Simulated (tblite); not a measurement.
# C29H16B: the cost of one run

Computed with tblite 0.8.0 and PySCF 2.14.0 and routines of our own; the level stands in each step. Atoms count from 0.

### 1 The system as given

46 atoms, charge -1, multiplicity 1; geometry from: force field, distance geometry or constructed start.

### 2 Optimising the geometry with GFN2-xTB

What the job is given:

```
{"job": {"kind": "relax", "xc": "GFN2-xTB", "basis": "xTB"}, "charge": -1, "multiplicity": 1}
C      5.981700     0.037600    -2.073600
C      6.826800     0.225900    -0.978200
C      6.332000     0.362100     0.333000
C      4.947700     0.332300     0.586200
C      4.441700     0.469300     1.911400
C      3.055100     0.426100     2.111200
C      2.316900     0.539700     3.275600
C      0.970000     0.427600     2.930800
C      0.904200     0.243400     1.550300
C     -0.182900     0.077700     0.674000
C     -1.530600     0.067200     1.125600
C     -2.592600    -0.105300     0.205000
C     -3.988400    -0.135000     0.508600
C     -4.480900     0.006100     1.812800
C     -5.860200    -0.026400     2.061400
C     -6.762500    -0.210500     1.019700
C     -6.300300    -0.353200    -0.294600
C     -4.927100    -0.324300    -0.573000
C     -4.478600    -0.467100    -1.905400
C     -3.106100    -0.429300    -2.144400
C     -2.383400    -0.539500    -3.319100
C     -1.028500    -0.429900    -2.981200
C     -0.952800    -0.247000    -1.596100
C      0.119900    -0.089400    -0.729400
C      1.470800    -0.072600    -1.183300
C      2.513300     0.095000    -0.257900
B      3.991200     0.133100    -0.571000
C      4.584800    -0.012000    -1.926400
C      2.180800     0.250300     1.077200
C     -2.230400    -0.255100    -1.124200
H      6.410900    -0.064400    -3.060800
H      7.898100     0.258300    -1.131400
H      7.025900     0.504100     1.145100
H      5.112500     0.610400     2.753000
H      2.709000     0.687100     4.273600
H      0.133500     0.472800     3.613900
H     -1.726800     0.193000     2.176400
H     -3.829000     0.150600     2.660200
H     -6.225400     0.075200     3.073000
H     -7.828200    -0.235500     1.218400
H     -7.020700    -0.495800    -1.089700
H     -5.166600    -0.614400    -2.724000
H     -2.777100    -0.689600    -4.318300
H     -0.194800    -0.478200    -3.674400
H      1.685500    -0.197000    -2.233900
H      3.959100    -0.153900    -2.802000
```

Run with:

```console
$ OMP_NUM_THREADS=2 python large_run.py task.json out
```

One launch serves the whole session: the jobs run in the order shown.

**Question.** How long does this run take on 2 threads of Arm Neoverse N1, shared host?

About 2 s.
